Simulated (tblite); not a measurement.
# C3H10NPSi2: the cost of one run

Computed with tblite 0.8.0 (tight binding) and PySCF 2.14.0 (DFT, with response routines of our own); each step states its level. Atoms count from 0 throughout.

### 1 The molecule as given

17 atoms, charge 0, multiplicity 1; geometry from: force field or distance geometry start.

Bonds of the start (Å): C0–H7 1.09, C0–H8 1.10, C0–H9 1.10, C0–Si1 1.83, C3–H12 1.08, C3–H13 1.09, C3–H14 1.09, C5–N6 1.16, P4–H15 1.42, P4–H16 1.41, Si1–H10 1.49, Si1–H11 1.50, Si1–Si2 2.31, Si2–C3 1.85, Si2–C5 1.88, Si2–P4 2.23.

### 2 GFN2-xTB relaxation, start minimum

Job settings and geometry (Å):

```
{"job": {"xc": "GFN2-xTB", "basis": "xTB", "kind": "relax"}, "charge": 0, "multiplicity": 1}
C     -2.216000    -1.277600    -0.280100
Si    -0.799400    -1.104100     0.866600
Si     0.656900     0.506900     0.092400
C      1.338000    -0.021100    -1.549400
P      2.350400     0.805200     1.515000
C     -0.340100     2.094800    -0.036900
N     -0.944900     3.082200    -0.120900
H     -1.890600    -1.550000    -1.281000
H     -2.781900    -0.342300    -0.358100
H     -2.922800    -2.047900     0.071900
H     -0.079300    -2.409700     0.969300
H     -1.276900    -0.754000     2.239500
H      2.016300     0.724800    -1.939400
H      0.548300    -0.184500    -2.280500
H      1.892300    -0.958400    -1.450100
H      2.825900     2.025200     0.978400
H      1.616800     1.422400     2.553400
```

Run with:

```
> OMP_NUM_THREADS=1 python ens_run.py task.json out
```

This one command runs the whole study; its stages follow in the order run.

Q: Estimate the wall time of this first job on 1 thread of Arm Neoverse N1, shared host.

About 4.2 s.
